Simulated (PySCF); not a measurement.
# RuOBr: relaxation and vibrations of the quartet

The task is one start of a wider search on RuOBr: the quartet, from a linear start. It is relaxed, tested by its Hessian and followed downhill if it is a saddle.

The runs use PySCF 2.14.0; PBE0, basis Ru def2-SVP with ECP28, O def2-SVP, Br def2-SVP, scalar-relativistic core potentials, no spin–orbit coupling, density fitting.

**1. Where the work starts**

3 atoms, charge 0, spin multiplicity 4.

Bond lengths: Ru1–O2 1.710 Å, Ru1–Br3 2.390 Å. Angles: O2–Ru1–Br3 180.0°.

```xyz
3
charge 0 multiplicity 4
Ru    0.0000    0.0000   -0.8194
O     0.0000    0.0000   -2.5294
Br    0.0000    0.0000    1.5706
```

**2. Relaxation: linear start, quartet**

One driver script runs all steps and calls PySCF; scf.py shows how it sets up the SCF of each step. The optimiser is the driver's own. Before each start the driver seeks the lowest SCF state from one or more starting densities and follows internal instabilities, so scf.py alone need not reach the same state.

The program finds C∞v symmetry in the start, which this walk keeps. Threshold on the gradient: 0.0003 Eh/bohr, with a further test on the energy change.

scf.py reads:

```python
from pyscf import gto, scf, dft
mol = gto.M(atom='''
Ru     0.000000     0.000000    -0.819355
O      0.000000     0.000000    -2.529355
Br     0.000000     0.000000     1.570645''',
    basis={'Ru': 'def2-SVP', 'O': 'def2-SVP', 'Br': 'def2-SVP'},
    ecp={'Ru': 'def2-SVP'},
    charge=0, spin=3)
mf = dft.UKS(mol, xc='PBE0')
mf.grids.atom_grid = (50, 194)
aux = {'Ru': 'def2-universal-JKFIT', 'O': 'def2-universal-JKFIT', 'Br': 'def2-universal-JKFIT'}
mf = mf.density_fit(auxbasis=aux)
mf.kernel()
```

Steps of the walk:

```tsv
step	energy (Eh)	change (kJ/mol)	largest symmetric gradient (Eh/bohr)
0	-2743.468700	0.00	0.01340
1	-2743.468880	-0.47	0.00121
2	-2743.468886	-0.49	0.00031
3	-2743.468886	-0.49	0.00000
```

The walk ran for 5.7 s (4 threads, shared host).

After 3 steps and 0.5 kJ/mol it ends at C∞v: Ru–Br 2.400 Å, Ru–O 1.695 Å; Br–Ru–O 180.0°.

**3. Frequencies**

On the finer grid the gradient is checked again; gradients at displacements of ±0.01 bohr then give force constants and infrared intensities.

scf.py, as its differences from that of step 2:

```diff
@@ -3,3 +3,3 @@
-Ru     0.000000     0.000000    -0.819355
-O      0.000000     0.000000    -2.529355
-Br     0.000000     0.000000     1.570645''',
+Ru     0.000000     0.000000    -0.824500
+O      0.000000    -0.000000    -2.519110
+Br    -0.000000     0.000000     1.575132''',
@@ -10 +10 @@
-mf.grids.atom_grid = (50, 194)
+mf.grids.atom_grid = (75, 302)
```

This SCF starts from the last density.

Log of the central SCF (cycles and frontier levels):

```text
init E= -2743.46895781547
[... the frontier-level lines of each cycle are left out ...]
cycle= 1 E= -2743.46895780918  delta_E= 6.29e-09  |g|= 0.000137  |ddm|= 0.000123
cycle= 2 E= -2743.46895769142  delta_E= 1.18e-07  |g|= 0.000556  |ddm|= 0.000436
cycle= 3 E= -2743.46895781791  delta_E= -1.26e-07  |g|= 1.15e-05  |ddm|= 0.000347
cycle= 4 E= -2743.46895781822  delta_E= -3.11e-10  |g|= 9.91e-06  |ddm|= 2.24e-05
cycle= 5 E= -2743.4689578209  delta_E= -2.68e-09  |g|= 9.88e-06  |ddm|= 0.000189
cycle= 6 E= -2743.46895782344  delta_E= -2.55e-09  |g|= 9.87e-06  |ddm|= 0.00018
cycle= 7 E= -2743.46895782441  delta_E= -9.73e-10  |g|= 9.87e-06  |ddm|= 6.94e-05
cycle= 8 E= -2743.46895782572  delta_E= -1.3e-09  |g|= 9.87e-06  |ddm|= 9.22e-05
cycle= 9 E= -2743.46895782578  delta_E= -6.14e-11  |g|= 9.87e-06  |ddm|= 4.39e-06
Extra cycle  E= -2743.46895782667  delta_E= -8.95e-10  |g|= 9.87e-06  |ddm|= 6.35e-05
converged SCF energy = -2743.46895782667  <S^2> = 3.7991658  2S+1 = 4.0245078
```

The whole step took 27 s.

Geometry: C∞v; Ru–Br 2.400 Å, Ru–O 1.695 Å; Br–Ru–O 180.0°.

Modes, for the most abundant isotopes:

```tsv
ω (cm⁻¹)	IR (km/mol)	μ (u)	type
169i	7.9	22.82	bend
110	8.3	22.82	bend
276	21.7	69.85	stretch
906	95.2	18.04	stretch
```

With 1 mode imaginary (up to 169i cm⁻¹) this point is a saddle.

Here the density breaks the symmetry of the frame, and no labels are given; pairs that should be degenerate can split.

Constants and moments:

| Quantity | Value |
| --- | --- |
| Dipole moment | 0.07 D |
| Highest occupied level | -7.41 eV |
| Lowest empty level | -4.78 eV |
| Rotational constants | 0.04599 cm⁻¹ |
| Zero-point energy (real modes) | 7.7 kJ/mol |
| Principal polarisabilities | 35.2, 36.3, 86.6 bohr³ |
| Atomisation energy without zero-point energy | 720 kJ/mol |
| Principal traceless quadrupole moments about the centre of mass | -8.72, 3.91, 4.81 D Å |
| Spin squared ⟨S²⟩ | 3.799 |

Charges (e) and bond orders:

| atom | Mulliken | Löwdin | polar tensor | spin (Mulliken) | Mayer order to Ru1 |
| --- | --- | --- | --- | --- | --- |
| Ru1 | 0.58 | -0.02 | 1.01 | 2.77 | – |
| O2 | -0.38 | -0.07 | -0.54 | 0.24 | 1.97 |
| Br3 | -0.20 | 0.09 | -0.47 | -0.01 | 1.19 |

Outer orbital energies (eV). α occupied: -11.97, -10.44, -9.67, -9.54, -9.34, -8.85, -7.70, -7.41; empty: -4.78, -0.14, -0.06, 0.30. β occupied: -21.39, -12.25, -11.60, -10.75, -9.42, -8.98, -8.70, -8.32; empty: -3.93, -3.89, -3.83, -3.14.

Mulliken populations on Ru1 (outside its core potential): s 2.61, p 6.36, d 6.43, f 0.02.

**4. Following the imaginary mode**

The atoms are moved a little along the softest imaginary mode and relaxed again.

The program finds Cs symmetry in the start, which this walk keeps. Threshold on the gradient: 0.0003 Eh/bohr, with a further test on the energy change.

scf.py, as its differences from that of step 3:

```diff
@@ -3,3 +3,3 @@
-Ru     0.000000     0.000000    -0.824500
-O      0.000000    -0.000000    -2.519110
-Br    -0.000000     0.000000     1.575132''',
+Ru    -0.023955    -0.021422    -0.824468
+O      0.089451     0.079991    -2.519077
+Br     0.012803     0.011449     1.575164''',
@@ -10 +10 @@
-mf.grids.atom_grid = (75, 302)
+mf.grids.atom_grid = (50, 194)
```

Steps of the walk:

```tsv
step	energy (Eh)	change (kJ/mol)	largest symmetric gradient (Eh/bohr)
0	-2743.469502	0.00	0.00805
1	-2743.470251	-1.96	0.00620
2	-2743.471444	-5.10	0.00700
3	-2743.473063	-9.35	0.00932
4	-2743.474815	-13.95	0.01223
5	-2743.477792	-21.77	0.04862
6	-2743.480744	-29.51	0.00815
7	-2743.482052	-32.95	0.00686
8	-2743.483164	-35.87	0.00998
9	-2743.483345	-36.34	0.00089
10	-2743.483356	-36.37	0.00063
11	-2743.483356	-36.37	0.00012
```

The walk took 21 s.

End point (Cs, 11 steps, 36.4 kJ/mol gained): Ru–Br 2.368 Å, Ru–O 1.667 Å; Br–Ru–O 124.7°.

**5. Hessian and properties**

As before: finer grid, then central differences.

scf.py, as its differences from that of step 4:

```diff
@@ -3,3 +3,3 @@
-Ru    -0.023955    -0.021422    -0.824468
-O      0.089451     0.079991    -2.519077
-Br     0.012803     0.011449     1.575164''',
+Ru    -0.294238    -0.263118    -0.782799
+O      0.424083     0.379231    -2.143612
+Br     0.296211     0.264883     1.448511''',
@@ -10 +10 @@
-mf.grids.atom_grid = (50, 194)
+mf.grids.atom_grid = (75, 302)
```

Log of the central SCF (cycles and frontier levels):

```text
init E= -2743.48337829771
[... the frontier-level lines of each cycle are left out ...]
cycle= 1 E= -2743.48337829756  delta_E= 1.44e-10  |g|= 2.02e-05  |ddm|= 2.37e-05
cycle= 2 E= -2743.48337829559  delta_E= 1.97e-09  |g|= 7.28e-05  |ddm|= 6.33e-05
cycle= 3 E= -2743.48337829776  delta_E= -2.17e-09  |g|= 6.23e-06  |ddm|= 4.67e-05
cycle= 4 E= -2743.48337829779  delta_E= -3.14e-11  |g|= 1.77e-06  |ddm|= 7.89e-06
Extra cycle  E= -2743.48337829781  delta_E= -1.46e-11  |g|= 1.83e-06  |ddm|= 1.21e-05
converged SCF energy = -2743.48337829781  <S^2> = 3.7699715  2S+1 = 4.0099733
```

The whole step took 32 s.

Geometry: Cs; Ru–Br 2.368 Å, Ru–O 1.667 Å; Br–Ru–O 125.2°.

Harmonic modes (main isotopes):

| symmetry | ω (cm⁻¹) | IR (km/mol) | type |
| --- | --- | --- | --- |
| a' | 121 | 8.6 | bend |
| a' | 286 | 25.9 | stretch |
| a' | 992 | 106 | stretch |

No imaginary mode, so this is a minimum.

Constants and moments:

```yaml
Dipole_moment: 2.51 D
Highest_occupied_level: -7.31 eV
Lowest_empty_level: -3.69 eV
Rotational_constants: 0.7755, 0.05381, 0.05031 cm⁻¹
Zero-point_energy: 8.4 kJ/mol
Principal_polarisabilities: 35.2, 43.6, 74.8 bohr³
Atomisation_energy_without_zero-point_energy: 758 kJ/mol
Principal_traceless_quadrupole_moments_about_the_centre_of_mass: -7.20, 1.50, 5.70 D Å
Entropy_at_298.15_K_and_1_bar_electronic_part_spin_only: 315.2 J/(mol K)
Heat_capacity_Cp_at_298.15_K: 50.1 J/(mol K)
Enthalpy_at_298.15_K_above_0_K: 12.99 kJ/mol
Rotational_symmetry_number: 1
Spin_squared_⟨S²⟩: 3.770
```

Charges (e) and bond orders:

```json
{"atom": "Ru1", "Mulliken": "0.57", "Löwdin": "-0.05", "polar tensor": "1.10", "spin (Mulliken)": "2.46", "Mayer order to Ru1": "–"}
{"atom": "O2", "Mulliken": "-0.36", "Löwdin": "-0.07", "polar tensor": "-0.63", "spin (Mulliken)": "0.51", "Mayer order to Ru1": "2.04"}
{"atom": "Br3", "Mulliken": "-0.21", "Löwdin": "0.12", "polar tensor": "-0.47", "spin (Mulliken)": "0.04", "Mayer order to Ru1": "1.21"}
```

Outer orbital energies (eV). α occupied: -12.34, -10.48, -10.37, -9.16, -8.65, -8.24, -7.48, -7.31; empty: -3.60, -1.47, 0.06, 1.22. β occupied: -21.36, -11.88, -11.34, -10.47, -10.03, -8.78, -8.78, -7.48; empty: -3.69, -3.55, -2.79, -2.65.

Mulliken populations on Ru1 (outside its core potential): s 2.48, p 6.38, d 6.55, f 0.02.

**6. All stationary points**

| spin | group | bonds | imaginary modes (cm⁻¹) | ΔE (kJ/mol) | with zero-point energy |
| --- | --- | --- | --- | --- | --- |
| quartet | Cs | Ru–Br 2.368 Å, Ru–O 1.667 Å | none | 0.0 | 0.0 |
| quartet | C∞v (density of lower symmetry) | Ru–Br 2.400 Å, Ru–O 1.695 Å | 169i | 37.9 | – |

**7. What came out**

| quantity | value |
| --- | --- |
| minimum | quartet, Cs |
| geometry | Ru–Br 2.368 Å, Ru–O 1.667 Å; Br–Ru–O 125.2° |
| wavenumbers (cm⁻¹) | 121 (a'), 286 (a'), 992 (a') |
| dipole moment | 2.51 D |
| highest occupied, lowest empty level (either spin) | -7.31, -3.69 eV |
| polar-tensor charge of Ru1 | +1.10 e |
| zero-point energy | 8.4 kJ/mol |
| entropy at 298.15 K | 315.2 J/(mol K) |
| atomisation energy (no zero-point energy) | 758 kJ/mol |
| ⟨S²⟩ | 3.770 |

In words: From C∞v at the start the molecule goes to a Cs minimum, after a stop at a saddle point 37.9 kJ/mol higher, from which it was pushed off along an imaginary mode. The strongest infrared band lies at 992 cm⁻¹ (a', stretch). Most of the spin sits on Ru1 (Mulliken spin 2.46, against 3 for the whole molecule). Other starts or spin states, not run here, may lie lower. One determinant may miss the lowest occupation of an open d or f shell.

The search up to here ran for 94 s (4 threads, shared host).
